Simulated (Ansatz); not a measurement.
# ClH3Sn: the cost of one run

Program: Ansatz 0.2.0. Level of theory: RKS B3LYP/def2-SVP. These are calculated values, not measurements.

## Step 1: Starting point

Bond lengths: Sn1–Cl2 2.410 Å, Sn1–H3 1.740 Å, Sn1–H4 1.739 Å, Sn1–H5 1.739 Å. Angles: Cl2–Sn1–H3 109.4°, Cl2–Sn1–H4 109.5°, Cl2–Sn1–H5 109.5°, H3–Sn1–H4 109.5°, H3–Sn1–H5 109.5°, H4–Sn1–H5 109.5°.

Structure file:

```xyz
5

Sn    0.0000    0.0000    0.0000
Cl    0.0000    0.0000    2.4100
H     1.6408    0.0000   -0.5794
H    -0.8195    1.4198   -0.5794
H    -0.8195   -1.4198   -0.5794
```

## Step 2: Preparing the start

File input.yaml:

```yaml
crystal:
  periodic: [false, false, false]
  atoms:
    - { symbol: Sn, position_ang: [0.0, 0.0, 0.0] }
    - { symbol: Cl, position_ang: [0.0, 0.0, 2.41] }
    - { symbol: H, position_ang: [1.6408, 0.0, -0.5794] }
    - { symbol: H, position_ang: [-0.8195, 1.4198, -0.5794] }
    - { symbol: H, position_ang: [-0.8195, -1.4198, -0.5794] }
basis:
  gaussian: { orbitals: def2-SVP }
hamiltonian:
  xc: b3lyp
relax:
  f_tol: 0.02
  max_steps: 40
```

The run is started by

```
> ansatz run input.yaml --threads 1 --pin off --max-ram 2048MiB --backend cpu --events-out ev --progress --plain --runs-dir out
```

**Question.** How long does this run take on 1 thread of Arm Neoverse V1, shared host, and how much memory does it need?

About 13 s, with a peak of 0.12 GiB.
